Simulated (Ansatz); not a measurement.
**TePt (R-3m): relaxation of cell and ions**

What cell does TePt (R-3m) relax to? The task is a relaxation of cell and ions, for TePt (R-3m).

The COD entry's cell or inner coordinates are ideal or old and differ from later refinements, so a difference from it is no clean test against experiment.

All numbers are computed with Ansatz 0.2.0 through its Python package. Level of theory: DFT r2SCAN+D3(BJ), plane waves, PAW.

### Step 1. The structure

It takes space group R-3m (No. 166, trigonal). Conventional cell: a = 3.963 Å, b = 3.963 Å, c = 19.983 Å, α = 90.00°, β = 90.00°, γ = 120.00°. Te (site symmetry 3m) has 3 Pt at 2.59 Å as nearest neighbours. Pt (site symmetry 3m) has 3 Te at 2.59 Å and 3 Pt at 2.72 Å as nearest neighbours.

The script holds or builds the structure itself.

### Step 2. The script

Input file run_vcrelax.py:

```python
# -*- coding: utf-8 -*-
"""Relax cell and ions of TePt."""

import ansatz as az
import matplotlib.pyplot as plt
import numpy as np

def edges_and_angles(cell):
    cell = np.asarray(cell)
    a, b, c = np.linalg.norm(cell, axis=1)
    cosines = cell[1] @ cell[2] / (b * c), cell[0] @ cell[2] / (a * c), cell[0] @ cell[1] / (a * b)
    return (a, b, c, *np.degrees(np.arccos(cosines)))


def main():
    tept = (
        az.Lattice.of([1.98156613, 1.14405774, 6.66103348], [-1.98156613, 1.14405774, 6.66103348], [0.0, -2.28811547, 6.66103348])
        .atom("Te", [0.598, 0.598, 0.598])
        .atom("Te", [0.402, 0.402, 0.402])
        .atom("Pt", [0.87033333, 0.87033333, 0.87033333])
        .atom("Pt", [0.12966667, 0.12966667, 0.12966667])
    )

    # part of the cell is held
    setup = (
        tept.calculation()
        .functional(az.Functional.R2SCAN, dispersion="d3bj")
        .basis(47 * az.Ry, xc_grid=3)
        .kpoints(density=3.1)  # the mesh must be finer for metals
        .occupations(az.OccupationsMethod.FERMI_DIRAC, width=0.1)
        .scf(tolerance=1e-06, max_iterations=200)
        .relax(max_displacement=0.05, fix_cell=["c", "angles"])
        .stress()  # GPa
        .band_table()  # levels at the mesh points
    )
    steps = []


    def follow(event):
        if event["event"] != "relax_step":
            return
        row = event["data"]
        steps.append(row)
        print(f"step {row['step']:3d}  E = {row['lagrangian_ev']:.5f} eV  largest force component = {row['allowed_force_max_ev_ang']:.4f} eV/A  P = {row['pressure_gpa']:.3f} GPa")


    outcome = setup.session().plan(threads=1).execute(on_event=follow)
    summary = outcome.report

    first, last = steps[0], steps[-1]
    symbols = [site.symbol for site in outcome.lattice.sites]
    print(f"energy gained {first['lagrangian_ev'] - last['lagrangian_ev']:.4f} eV in {len(steps) - 1} steps")
    for label, vectors in (("before", first["cell_ang"]), ("after", outcome.lattice.cell_ang)):
        print(label, "a b c (A) {:.4f} {:.4f} {:.4f}  angles {:.2f} {:.2f} {:.2f}".format(*edges_and_angles(vectors)), f" V = {abs(np.linalg.det(vectors)):.3f} A^3")
    print("final stress xx yy zz (GPa, compression positive):", np.round(np.diag(summary["stress_gpa"]), 3) + 0.0)

    print("relaxed fractional positions")
    for site in outcome.lattice.sites:
        print(f"  {site.symbol:2s}", " ".join(f"{v % 1:8.5f}" for v in np.round(site.position_frac, 5)))

    fig, (top, bottom) = plt.subplots(2, 1, sharex=True, figsize=(4.5, 4))
    top.plot([s["lagrangian_ev"] - last["lagrangian_ev"] for s in steps], "o-")
    top.set_ylabel("E - E(final) (eV)")
    bottom.semilogy([max(s["allowed_force_max_ev_ang"], 1e-6) for s in steps], "s-")
    bottom.set(xlabel="step", ylabel="largest force (eV/A)")
    fig.tight_layout()
    fig.savefig("relax.png", dpi=100)

    print(f"free energy      {summary['free_energy_ev']:.5f} eV")
    print(f"per atom         {summary['free_energy_ev'] / len(outcome.lattice.sites):.5f} eV")
    print(f"SCF iterations   {summary['n_iterations']}  (converged: {summary['converged']})")

    # principal values and the von Mises stress of the deviator
    principal = np.linalg.eigvalsh(np.array(summary["stress_gpa"]))
    mises = np.sqrt(0.5 * sum((principal[i] - principal[i - 1]) ** 2 for i in range(3)))
    print("principal stresses (GPa, compression positive):", np.round(principal, 3))
    print(f"mean {principal.mean():.3f} GPa, von Mises {mises:.3f} GPa, PV = {principal.mean() * summary['setup']['cell_volume_ang3'] / 160.21766:.4f} eV")

    print("band  energy (eV)  occupation, at k =", summary["kpoints_frac"][0])
    for band, (e, occ) in enumerate(zip(summary["eigenvalues_ev"][0], summary["occupations"][0]), start=1):
        print(f"{band:4d} {e:12.4f} {occ:9.4f}")


if __name__ == "__main__":
    main()
```

### Step 3. The run

Run with:

```sh
$ python run_vcrelax.py
```

**Question.** What results will this script give? Wanted: free energy; moves of the relaxation; energy gained; last largest force component; relaxed conventional cell; space group at the end.

**Answer**, as computed:

| quantity | value |
| --- | --- |
| free energy | -39065.8392 eV (-9766.4598 eV/atom) |
| moves of the relaxation | 3 |
| energy gained (ahead of the last change of basis) | 0.4 meV/atom |
| last largest force component | 0.0013 eV/Å |
| relaxed conventional cell | a = 6.870 Å, b = 3.972 Å, c = 7.043 Å, α = 90.00°, β = 108.70°, γ = 90.00° |
| space group at the end | C2/m |

What this shows: The volume grew by 0.5 % over 3 moves, and within 0.02 Å the space group became C2/m. Held cell parameters can themselves lower the symmetry. Reading the output:
- Spin is left out of this run.
- The dispersion term runs with damping parameters of another functional.
- Part of the cell is held or a pressure is applied, so the end point needn't be the zero-pressure lattice.
- The mesh is modest for a metal, so energies can be off by several to tens of meV an atom and pressures by half a GPa or more; differences at equal mesh fare better.
- Energies along a relaxation are free energies. Rows at an unchanged volume are solved on a plane-wave basis chosen afresh for that cell, so the energy jumps there and such rows are no steps of the walk.
- Edges and angles that the script prints are those of the cell as typed, here a primitive one.
- Of the deposited cell: the entry's cell lengths or inner coordinates differ somewhat from later room-temperature determinations.
- The cell relaxed to the group C2/m; tensors and edges are in the axes of the typed cell. Spin-orbit coupling is left out, though heavy elements are present.
